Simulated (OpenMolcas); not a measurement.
# CH6BNO2 (SMILES COB(N)O), step by step

Aim: the energy (HF/ANO-R0), then a single-point energy (CASSCF(2,2)/ANO-R1), then the energy along one coordinate (CASPT2(2,2)/ANO-R1), then an energy scan (SC-NEVPT2(2,2)/ANO-R1), then an energy scan (MC-PDFT[tPBE](2,2)/ANO-R1) of CH6BNO2. 

The results are computed with OpenMolcas 26.06.

### 1 The system as given

CH6BNO2 has 11 atoms, charge 0, and is taken as a singlet. SMILES: `COB(N)O`. The shape is that of a PBE0-D4/def2-TZVP optimisation. This is one conformer, not always the lowest.

Bond lengths: C1–O2 1.404 Å, O2–B3 1.375 Å, B3–N4 1.409 Å, B3–O5 1.372 Å, C1–H6 1.096 Å, C1–H7 1.091 Å, C1–H8 1.096 Å, N4–H9 1.002 Å, N4–H10 1.003 Å, O5–H11 0.959 Å. Some angles: C1–O2–B3 120.9°, O2–B3–N4 123.5°, O2–B3–O5 117.8°, N4–B3–O5 118.7°, O2–C1–H6 111.6°, O2–C1–H7 108.2°, O2–C1–H8 111.6°, B3–N4–H9 124.4°, B3–N4–H10 121.1°, B3–O5–H11 111.1°.

### 2 The energy at HF/ANO-R0 (sfX2C) (run 1)

mol.xyz reads:

```xyz
11

C      0.713500     0.851600     1.129700
O     -0.446700     0.102500     0.878500
B     -0.644000    -0.506700    -0.338400
N      0.275800    -0.431900    -1.403700
O     -1.801000    -1.223100    -0.514800
H      0.801300     1.701800     0.443100
H      0.654400     1.238600     2.147600
H      1.616900     0.236000     1.047600
H      1.144100     0.066300    -1.366900
H      0.095200    -0.890900    -2.277500
H     -2.344100    -1.201100     0.275400
```

step1.inp reads:

```
&GATEWAY
 COORD=mol.xyz
 BASIS=ANO-R0
 GROUP=NoSym

&SEWARD

&SCF
 PRORBITALS=0

&LOCALISATION
 OCCUPIED
 FREEZE
 PIPEK-MEZEY

&LOCALISATION
 FILEORB=$Project.LocOrb
 VIRTUAL
 PIPEK-MEZEY
```

Started as:

```sh
$ export MOLCAS_MEM=1860
$ pymolcas step1.inp > step1.log
```

The log of the run:

```text
--- Start Module: gateway ---
[...]
--- Stop Module: gateway /rc=_RC_ALL_IS_WELL_ ---
[...]
      Basis functions           31
[...]
       Convergence after  11 Iterations
[...]
::    Total SCF energy                               -269.6818506186
[...]
      Total spin, S                                     0.0000000000
[...]
      Total electronic charge=   40.000000
      Total            charge=   -0.000000
[...]
      Dipole Moment (debye):
      Origin of the operator (angstrom)=   -0.3815   -0.2421   -0.0498
                   X=  5.6619E-01               Y=  3.7080E-01               Z=  1.3598E-01           Total=  6.9033E-01
      Quadrupole Moment (debye*angstrom):
[...]
--- Start Module: localisation ---
[...]
--- Stop Module: localisation /rc=_RC_ALL_IS_WELL_ ---
--- Start Module: localisation ---
[...]
--- Stop Module: localisation /rc=_RC_ALL_IS_WELL_ ---
[...]
```

Run time: 2.5 s. Hardware: 1 thread of Intel Xeon 6975P-C (Granite Rapids), shared host; peak memory 0.41 GiB.

### 3 A single-point energy at CASSCF(2,2)/ANO-R1 (sfX2C, RICD fitting) (run 2)

mol.xyz is that of step 2.

step2.input reads:

```
&GATEWAY
Coord
mol.xyz
Basis
ANO-R0
Group
NoSym
&SEWARD
&RASSCF
FileOrb
$CurrDir/step1.LocOrb
Alter
2
1 18 20
1 21 29
Spin
1
Nactel
2 0 0
Inactive
19
Ras2
2
OrbListing
Nothing
>>> COPY $Project.RunFile RUNFIL1
>>> COPY $Project.RasOrb INPORB
&GATEWAY
Coord
mol.xyz
Basis
ANO-R1
Group
NoSym
RICD
&SEWARD
>>> COPY $Project.RunFile RUNFIL2
&EXPBAS
&RASSCF
FileOrb
$Project.ExpOrb
Spin
1
Nactel
2 0 0
Inactive
19
Ras2
2
OrbListing
Nothing
```

Started as:

```sh
$ export MOLCAS_MEM=1860
$ pymolcas step2.input > step2.log
```

The log of the run:

```text
--- Start Module: gateway ---
[...]
--- Stop Module: gateway /rc=_RC_ALL_IS_WELL_ ---
[...]
      Basis functions           31
[...]
      Number of active orbitals                  2
[...]
      Spin quantum number                      0.0
[...]
      Active orbitals                            2
[...]
      Number of CSFs                             3
[...]
      Number of root(s) required                 1
[...]
      Convergence after 13 iterations
[...]
      printout of CI-coefficients larger than  0.05 for root  1
      energy=    -269.693931
      conf/sym  11     Coeff  Weight
             1  20   0.99698 0.99397
             3  02  -0.07762 0.00603
      Natural orbitals and occupation numbers for root  1
      sym 1:   1.987949   0.012051
      ************************************************************************************************************************
      *                                                    Final results                                                     *
[...]
::    RASSCF root number  1 Total energy:   -269.69393059
[...]
      Basis functions          100
[...]
--- Start Module: expbas ---
[...]
--- Stop Module: expbas /rc=_RC_ALL_IS_WELL_ ---
--- Start Module: rasscf ---
[...]
      Convergence after 16 iterations
[...]
      Natural orbitals and occupation numbers for root  1
      sym 1:   1.988254   0.011746
      ************************************************************************************************************************
      *                                                    Final results                                                     *
[...]
::    RASSCF root number  1 Total energy:   -270.62950913
[...]
      Total electronic charge=   40.000000
      Total            charge=   -0.000000
[...]
      Dipole Moment (debye):
      Origin of the operator (angstrom)=   -0.3815   -0.2421   -0.0498
                   X=  1.7252E+00               Y=  1.0400E+00               Z=  1.9378E-01           Total=  2.0237E+00
      Quadrupole Moment (debye*angstrom):
[...]
--- Stop Module: rasscf /rc=_RC_ALL_IS_WELL_ ---
[...]
```

Wall time 8.1 s (1 thread of Intel Xeon 6975P-C (Granite Rapids), shared host); peak memory 0.41 GiB.

### 4 An energy scan at CASPT2(2,2)/ANO-R1 (sfX2C, RICD fitting, ipea shift 0.25 Eh, pt2 variant SS) (run 3)

step3.input reads:

```
>>> COPY $CurrDir/step2.RasOrb $Project.RasOrb
>>> ForEach K in (1, 2, 3, 4, 5, 6, 7, 8, 9)
&gateway
coord=$CurrDir/point$K.xyz
basis=ANO-R1
group=NoSym
ricd
&seward
&rasscf
fileorb=$Project.RasOrb
spin=1
nactel=2 0 0
inactive=19
ras2=2
orblisting=Nothing
&caspt2
imaginary=0.2
frozen=5
>>> EndDo
```

Started as:

```sh
$ export MOLCAS_MEM=1860
$ pymolcas step3.input > step3.log
```

The log of the run:

```text
[...]
      Basis functions          100
[...]
      Number of active orbitals                  2
[...]
      Spin quantum number                      0.0
[...]
      Active orbitals                            2
[...]
      Number of CSFs                             3
[...]
      Number of root(s) required                 1
[...]
      Convergence after 15 iterations
[...]
      Natural orbitals and occupation numbers for root  1
      sym 1:   1.992294   0.007706
      ************************************************************************************************************************
      *                                                    Final results                                                     *
[...]
::    RASSCF root number  1 Total energy:   -270.60607375
[...]
::    CASPT2 Root  1     Total energy:   -271.37546910
[...]
      Convergence after 15 iterations
[...]
      Natural orbitals and occupation numbers for root  1
      sym 1:   1.988258   0.011742
      ************************************************************************************************************************
      *                                                    Final results                                                     *
[...]
      Convergence after 16 iterations
[...]
      Natural orbitals and occupation numbers for root  1
      sym 1:   1.810117   0.189883
      ************************************************************************************************************************
      *                                                    Final results                                                     *
[...]
      Convergence after 14 iterations
[...]
      Natural orbitals and occupation numbers for root  1
      sym 1:   1.547866   0.452134
      ************************************************************************************************************************
      *                                                    Final results                                                     *
[...]
      Convergence after 12 iterations
[...]
      Natural orbitals and occupation numbers for root  1
      sym 1:   1.259486   0.740514
      ************************************************************************************************************************
      *                                                    Final results                                                     *
[...]
::    RASSCF root number  1 Total energy:   -270.44390436
[...]
::    CASPT2 Root  1     Total energy:   -271.18313084
[...]
      Convergence after 11 iterations
[...]
::    RASSCF root number  1 Total energy:   -270.44195327
[...]
::    CASPT2 Root  1     Total energy:   -271.17837659
[...]
```

Run time: 62 s. Hardware: 1 thread of Intel Xeon 6975P-C (Granite Rapids), shared host; peak memory 0.08 GiB.

The scan, from its lowest point:

| B3–O2 (Å) | energy (kJ/mol) |
| --- | --- |
| 1.238 | 60.5 |
| 1.375 | 0.0 |
| 1.513 | 25.0 |
| 1.719 | 123.3 |
| 1.994 | 271.1 |
| 2.338 | 418.6 |
| 2.750 | 520.1 |
| 3.300 | 565.4 |
| 4.125 | 577.9 |

### 5 An energy scan at SC-NEVPT2(2,2)/ANO-R1 (sfX2C, RICD fitting, pt2 variant SC-NEVPT2) (run 4)

step4.inp reads:

```
>>> EXPORT MOLCAS_PRINT=2
>>> COPY $CurrDir/step2.RasOrb $Project.RasOrb
>>> ForEach K in (1, 2, 3, 4, 5, 6, 7, 8, 9)

&GATEWAY
  COORD=$CurrDir/point$K.xyz
  BASIS=ANO-R1
  GROUP=NoSym
  RICD

&SEWARD

&RASSCF
  FILEORB=$Project.RasOrb
  SPIN=1
  NACTEL=2 0 0
  INACTIVE=19
  RAS2=2
  ORBLISTING=Nothing

&CASPT2
  SC-NEVPT2
  FROZEN=5
>>> EndDo
```

Started as:

```sh
$ export MOLCAS_MEM=1860
$ pymolcas step4.inp > step4.log
```

The log of the run:

```text
[...]
      Basis functions          100
[...]
      Number of active orbitals                  2
[...]
      Spin quantum number                      0.0
[...]
      Active orbitals                            2
[...]
      Number of CSFs                             3
[...]
      Number of root(s) required                 1
[...]
      Convergence after 15 iterations
[...]
      printout of CI-coefficients larger than  0.05 for root  1
      energy=    -270.606074
      conf/sym  11     Coeff  Weight
             1  20   0.99807 0.99615
             3  02  -0.06207 0.00385
      Natural orbitals and occupation numbers for root  1
      sym 1:   1.992294   0.007706
      ************************************************************************************************************************
      *                                                    Final results                                                     *
[...]
::    RASSCF root number  1 Total energy:   -270.60607375
[...]
      E2 (Variational):          -0.7648764531
[...]
::    SC-NEVPT2 Root  1     Total energy:   -271.37086809
[...]
      Convergence after 15 iterations
[...]
      Natural orbitals and occupation numbers for root  1
      sym 1:   1.988258   0.011742
      ************************************************************************************************************************
      *                                                    Final results                                                     *
[...]
      Convergence after 16 iterations
[...]
      Natural orbitals and occupation numbers for root  1
      sym 1:   1.810117   0.189883
      ************************************************************************************************************************
      *                                                    Final results                                                     *
[...]
      Convergence after 14 iterations
[...]
      Natural orbitals and occupation numbers for root  1
      sym 1:   1.547866   0.452134
      ************************************************************************************************************************
      *                                                    Final results                                                     *
[...]
      Convergence after 12 iterations
[...]
::    RASSCF root number  1 Total energy:   -270.44390436
[...]
::    SC-NEVPT2 Root  1     Total energy:   -271.17763143
[...]
      Convergence after 11 iterations
[...]
::    RASSCF root number  1 Total energy:   -270.44195327
[...]
      E2 (Variational):          -0.7312474468
[...]
      Reference weight:           0.82168
[...]
::    SC-NEVPT2 Root  1     Total energy:   -271.17320072
[...]
```

Wall time 58 s (1 thread of Intel Xeon 6975P-C (Granite Rapids), shared host); peak memory 0.08 GiB.

The scan, from its lowest point:

| B3–O2 (Å) | energy (kJ/mol) |
| --- | --- |
| 1.238 | 63.9 |
| 1.375 | 0.0 |
| 1.513 | 21.6 |
| 1.719 | 115.5 |
| 1.994 | 261.0 |
| 2.338 | 414.8 |
| 2.750 | 524.9 |
| 3.300 | 571.3 |
| 4.125 | 582.9 |

### 6 An energy scan at MC-PDFT[tPBE](2,2)/ANO-R1 (sfX2C, RICD fitting) (run 5)

step5.input reads:

```
* CH6BNO2 MC-PDFT
>>> COPY $CurrDir/step2.RasOrb $Project.RasOrb
>>> ForEach K in (1, 2, 3, 4, 5, 6, 7, 8, 9)
&GATEWAY
Coord=$CurrDir/point$K.xyz
Basis=ANO-R1
Group=NoSym
RICD
&SEWARD
&RASSCF
FileOrb=$Project.RasOrb
Spin=1
Nactel=2 0 0
Inactive=19
Ras2=2
OrbListing=Nothing
&MCPDFT
KSDFT=T:PBE
>>> EndDo
```

Started as:

```sh
$ export MOLCAS_MEM=1860
$ pymolcas step5.input > step5.log
```

The log of the run:

```text
--- Start Module: gateway ---
[...]
      Basis functions          100
[...]
      Number of active orbitals                  2
[...]
      Spin quantum number                      0.0
[...]
      Active orbitals                            2
[...]
      Number of CSFs                             3
[...]
      Number of root(s) required                 1
[...]
      Convergence after 15 iterations
[...]
      printout of CI-coefficients larger than  0.05 for root  1
      energy=    -270.606074
      conf/sym  11     Coeff  Weight
             1  20   0.99807 0.99615
             3  02  -0.06207 0.00385
      Natural orbitals and occupation numbers for root  1
      sym 1:   1.992294   0.007706
      ************************************************************************************************************************
      *                                                    Final results                                                     *
[...]
::    RASSCF root number  1 Total energy:   -270.60607375
[...]
::    MCPDFT root number  1 Total energy:   -271.75694981
[...]
      Convergence after 15 iterations
[...]
      Natural orbitals and occupation numbers for root  1
      sym 1:   1.988258   0.011742
      ************************************************************************************************************************
      *                                                    Final results                                                     *
[...]
      Convergence after 16 iterations
[...]
      Natural orbitals and occupation numbers for root  1
      sym 1:   1.810117   0.189883
      ************************************************************************************************************************
      *                                                    Final results                                                     *
[...]
      Convergence after 14 iterations
[...]
      Natural orbitals and occupation numbers for root  1
      sym 1:   1.547866   0.452134
      ************************************************************************************************************************
      *                                                    Final results                                                     *
[...]
      Convergence after 12 iterations
[...]
::    RASSCF root number  1 Total energy:   -270.44390436
[...]
::    MCPDFT root number  1 Total energy:   -271.56306385
[...]
      Convergence after 11 iterations
[...]
::    RASSCF root number  1 Total energy:   -270.44195327
[...]
      Total electronic charge=   40.000000
      Total            charge=   -0.000000
[...]
::    MCPDFT root number  1 Total energy:   -271.55814472
[...]
```

Wall time 63 s (1 thread of Intel Xeon 6975P-C (Granite Rapids), shared host); peak memory 0.08 GiB.

The scan, from its lowest point:

| B3–O2 (Å) | energy (kJ/mol) |
| --- | --- |
| 1.238 | 60.8 |
| 1.375 | 0.0 |
| 1.513 | 21.9 |
| 1.719 | 113.1 |
| 1.994 | 251.8 |
| 2.338 | 397.4 |
| 2.750 | 514.1 |
| 3.300 | 569.8 |
| 4.125 | 582.7 |

### 7 Summary of results

```
                                                   quantity          value
                             run 1, HF/ANO-R0: total energy  -269.68185 Eh
                            run 1, HF/ANO-R0: dipole moment         0.69 D
                              run 1, HF/ANO-R0: HOMO energy      -11.34 eV
                              run 1, HF/ANO-R0: LUMO energy        4.91 eV
                            run 1, HF/ANO-R0: HOMO–LUMO gap       16.25 eV
                    run 2, CASSCF(2,2)/ANO-R1: total energy  -270.62951 Eh
  run 2, CASSCF(2,2)/ANO-R1: dipole moment (CASSCF density)         2.02 D
       run 3, CASPT2(2,2)/ANO-R1: lowest energy of the scan  -271.39849 Eh
    run 4, SC-NEVPT2(2,2)/ANO-R1: lowest energy of the scan  -271.39522 Eh
run 5, MC-PDFT[tPBE](2,2)/ANO-R1: lowest energy of the scan  -271.78009 Eh
```

**Reading.** Mulliken charges (run 1, HF/ANO-R0) run from -0.74 on C1 to +0.43 on B3. Mulliken charges (run 2, CASSCF(2,2)/ANO-R1) run from -0.43 on O5 to +0.50 on B3; they depend strongly on the basis.
